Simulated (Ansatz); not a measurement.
# CH₉NSi₂: one species, many methods

An exercise on one series of results from a longer session: the logs are not shown, and one member is left open.

Program: Ansatz 0.2.0, Gaussian basis. Level of theory: functionals in def2-TZVPP, the program's frozen cores in correlated methods. These are calculated values, not measurements.

Plan: LDA (SPW92), PBE-D4, revPBE-D4, BLYP-D4, r2SCAN-D4, B97M-V, PBE0-D4, B3LYP-D4, r2SCANh-D4, r2SCAN0-D4, HSE06-D4, BHLYP-D4, CAM-B3LYP-D4, LC-ωPBE, ωB97X-V, ωB97M-V, B2PLYP, PBE-QIDH; CCSD(T)/def2-SVP; CCSD(T)/def2-TZVPP; MP2/def2-QZVPP; extrapolation to the limit; RPA on PBE.

**Structure used throughout**

The geometry comes from an earlier relaxation with PBE0-D4 in a triple-zeta def2 set; it is a stationary point, not always the lowest conformer.

SMILES `NC([SiH3])[SiH3]`, 13 atoms, charge 0, spin multiplicity 1.

Atoms are counted from 1 here; the program's logs count them from 0.

Bond lengths: N1–C2 1.473 Å, N1–H5 1.013 Å, N1–H6 1.014 Å, C2–Si3 1.888 Å, C2–Si4 1.883 Å, C2–H7 1.098 Å, Si3–H8 1.489 Å, Si3–H9 1.491 Å, Si3–H10 1.490 Å, Si4–H11 1.485 Å, Si4–H12 1.489 Å, Si4–H13 1.488 Å. Angles: C2–N1–H5 110.7°, C2–N1–H6 111.2°, H5–N1–H6 106.8°, N1–C2–Si3 113.1°, N1–C2–Si4 108.6°, N1–C2–H7 108.3°, Si3–C2–Si4 113.5°, Si3–C2–H7 107.9°, Si4–C2–H7 104.9°, C2–Si3–H8 113.0°, C2–Si3–H9 108.7°, C2–Si3–H10 109.1°, H8–Si3–H9 109.0°, H8–Si3–H10 109.0°, H9–Si3–H10 108.0°, C2–Si4–H11 111.1°, C2–Si4–H12 108.7°, C2–Si4–H13 110.0° and more.

Set-up of the first run:

in.yaml

```yaml
crystal:
  periodic: [false, false, false]
  atoms:
    - {symbol: N, position_ang: [0.428071, 1.407129, -0.816894]}
    - {symbol: C, position_ang: [-0.383609, 0.379770, -0.142421]}
    - {symbol: Si, position_ang: [0.157964, 0.056945, 1.637381]}
    - {symbol: Si, position_ang: [-0.402938, -1.167991, -1.214652]}
    - {symbol: H, position_ang: [1.388315, 1.098697, -0.915049]}
    - {symbol: H, position_ang: [0.449372, 2.268037, -0.281987]}
    - {symbol: H, position_ang: [-1.426423, 0.722766, -0.121365]}
    - {symbol: H, position_ang: [-0.753356, -0.868852, 2.365188]}
    - {symbol: H, position_ang: [0.208796, 1.357766, 2.363813]}
    - {symbol: H, position_ang: [1.531046, -0.520438, 1.632427]}
    - {symbol: H, position_ang: [-1.065802, -0.907779, -2.518292]}
    - {symbol: H, position_ang: [1.002209, -1.593110, -1.465805]}
    - {symbol: H, position_ang: [-1.113348, -2.267642, -0.507444]}
basis:
  gaussian: {orbitals: def2-TZVPP}
hamiltonian: {xc: lda}
output: {orbitals: {seedname: orbitals}}
```

Run with:

```sh
$ ansatz run in.yaml --threads 4 --pin off --events-out ev --progress --plain --max-ram 10444MiB
```

Steps of the session up to this table: LDA; PBE-D4 (GGA); revPBE-D4 (GGA); BLYP-D4 (GGA); r2SCAN-D4 (meta-GGA); B97M-V (meta-GGA); B3LYP-D4 (hybrid); r2SCANh-D4 (hybrid); r2SCAN0-D4 (hybrid); HSE06-D4 (hybrid); BHLYP-D4 (hybrid); CAM-B3LYP-D4 (range-separated); LC-ωPBE (range-separated); ωB97X-V (range-separated); ωB97M-V (range-separated); B2PLYP (double hybrid); PBE-QIDH (double hybrid).

One table of the session follows, with a row left open; its other results are not shown here.

It belongs to the step «Frontier levels by functional». 

| functional | HOMO (eV) | gap (eV) |
| --- | --- | --- |
| LDA (SPW92) | -5.57 | 4.68 |
| PBE-D4 | -5.45 | 4.80 |
| revPBE-D4 | ? | ? |
| BLYP-D4 | -5.34 | 4.80 |
| r2SCAN-D4 | -5.70 | 5.50 |
| B97M-V | -5.93 | 5.37 |
| PBE0-D4 | -6.78 | 6.96 |
| B3LYP-D4 | -6.56 | 6.51 |
| r2SCANh-D4 | -6.20 | 6.26 |
| r2SCAN0-D4 | -6.96 | 7.40 |
| HSE06-D4 | -6.38 | 6.18 |
| BHLYP-D4 | -8.04 | 8.99 |
| CAM-B3LYP-D4 | -8.16 | 9.24 |
| LC-ωPBE | -9.50 | 11.76 |
| ωB97X-V | -9.16 | 11.26 |
| ωB97M-V | -9.08 | 10.82 |

**Question.** Estimate the row for revPBE-D4.

**Answer.** HOMO (eV): -5.40; gap (eV): 4.87. In the column «HOMO (eV)» it lies between PBE-D4 (-5.45) and BLYP-D4 (-5.34).
